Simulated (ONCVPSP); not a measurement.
**An ONCV potential for Ir, from input to tests**

Aim: build the potential from the settings below, then test how well it stands in for the atom: other configurations, scattering, ghost states and the plane-wave cutoff that it needs.

Method: ONCVPSP 4.0.1, PBE, scalar-relativistic.

**1. Starting point**

Typed settings, in words:

```json
{
  "element": "iridium (Ir, Z = 77)",
  "type": "optimised norm-conserving Vanderbilt (ONCV)",
  "frozen core": "[Xe] 4f14",
  "valence charge": "9",
  "reference configuration": "5d7 6s2",
  "partial waves": "6s: rc 2.10 bohr, ncon 4, nbas 9, qcut 2.8 1/bohr, 2 projectors, debl 0.4 Ha; p scattering state at 0.31 Ha: rc 2.20 bohr, ncon 4, nbas 9, qcut 4.4 1/bohr, 3 projectors, debl 3.7 Ha; 5d: rc 1.80 bohr, ncon 4, nbas 9, qcut 8.4 1/bohr, 1 projector",
  "local potential": "polynomial inside 1.40 bohr (lpopt 5, dvloc0 6 Ha)",
  "core correction": "Teter function fitted to the true core (icmod 2), fcfact 0.2"
}
```

The outer shells as boxes (Hund's rule for the drawing; the calculation is spin-unpolarised):

```
[Xe] core
4f [↑↓][↑↓][↑↓][↑↓][↑↓][↑↓][↑↓]
5d [↑↓][↑↓][↑ ][↑ ][↑ ]
6s [↑↓]
```

**2. Generation**

File Ir.dat:

```
# ATOM AND REFERENCE CONFIGURATION
# atsym  z   nc   nv     iexc    psfile
  Ir 77.00   12    2        4      upf
#
#   n    l    f
    1    0    2.00
    2    0    2.00
    2    1    6.00
    3    0    2.00
    3    1    6.00
    3    2   10.00
    4    0    2.00
    4    1    6.00
    4    2   10.00
    4    3   14.00
    5    0    2.00
    5    1    6.00
    5    2    7.00
    6    0    2.00
#
# PSEUDOPOTENTIAL AND OPTIMIZATION
# lmax
    2
#
#   l,   rc,      ep,       ncon, nbas, qcut
    0    2.10    0.00    4    9    2.80
    1    2.20    0.31    4    9    4.40
    2    1.80    0.00    4    9    8.40
#
# LOCAL POTENTIAL
# lloc, lpopt,  rc(5),   dvloc0
    4    5    1.40    6.00
#
# VANDERBILT-KLEINMAN-BYLANDER PROJECTORs
# l, nproj, debl
    0    2    0.40
    1    3    3.70
    2    1    3.10
#
# MODEL CORE CHARGE
# icmod, fcfact, rcfact
    2    0.20    0.70
#
# LOG DERIVATIVE ANALYSIS
# epsh1, epsh2, depsh
   -2.00    5.00    0.02
#
# OUTPUT GRID
# rlmax, drl
    6.00    0.01
#
# TEST CONFIGURATIONS
# ncnf
    4
# nvcnf
#   n    l    f
    2
    5    2    7.00
    6    0    1.00
#
    2
    5    2    7.00
    6    0    0.00
#
    2
    5    2    6.00
    6    0    0.00
#
    3
    5    2    6.00
    6    0    2.00
    6    1    1.00
#
```

Command:

```console
$ oncvpsp.x < Ir.dat > Ir.out
```

Before running it: what results should come out? Wanted: cutoffs for 1 and 0.1 mHa per electron, occupied waves; bound ghosts; GHOST(+) flags; configuration tests; largest phase difference near zero energy, channels read; rms error of d²Exc/dn², without and with the model core.

**Answer**, as computed:

| quantity | value |
| --- | --- |
| cutoffs for 1 and 0.1 mHa per electron, occupied waves | 19 Ha and 23 Ha |
| bound ghosts | p at -46.48 eV |
| GHOST(+) flags | s at -3 eV |
| configuration tests | no usable energy difference |
| largest phase difference near zero energy, channels read | 3.142 rad |
| rms error of d²Exc/dn², without and with the model core | 5.51 and 1.61 mHa |

What this shows: A bound ghost (p) makes it unfit for use: electrons can fall into a state that the atom doesn't have. Of the tests 4 gave no usable energy difference, which is a warning in itself. By its cutoff, 19 Ha for the looser tolerance, it is of middling hardness. At the looser tolerance the 5d wave is the slowest; 6s needs 4 Ha. Of the channels read, s scatters worst near zero energy, by up to 3.14 rad. A step near π is an extra or missing state, not a misfit of shape. The pseudo curves have a pole with no partner nearby in the atom's: s at -0.11 Ha. The program also flags highly localised states, GHOST(+) (s).
